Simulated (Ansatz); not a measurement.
Crystal: LiMo.

```
CELL_PARAMETERS angstrom
2.67346 0.00000 0.00000
-1.33673 2.31528 0.00000
0.00000 0.00000 5.00471
ATOMIC_POSITIONS crystal
Li 0.00000 0.00000 0.00000
Mo 0.33333 0.66667 0.50000
```

The cell was built by a generator and needn't be a form met in nature.

Base run:

* Program: Ansatz 0.2.0
* Functional: BLYP
* Potentials or basis: Ansatz PAW
* Cutoff: 420 eV
* Density cutoff: 1680 eV
* k mesh: 11 × 11 × 6
* Occupations: fermi-dirac, width 0.05 eV
* Spin: no spin polarisation

Its results: band gap on the k mesh none (metal or under the smearing width); pressure 4.4 GPa.

The run is repeated on the same cell with these changes: functional from BLYP to PBE. What comes out?

Band gap on the k mesh none (metal or under the smearing width); pressure 0.9 GPa.

PBE binds more tightly than BLYP, so the same cell stands under less pressure.

Caveats: the potentials were made for another functional, which shifts forces and pressure (some runs); the PAW data sets come from PBE, with cores solved anew for the run's functional, which leaves a small shift of forces and pressure (some runs).

Not every run made on this cell is shown here.
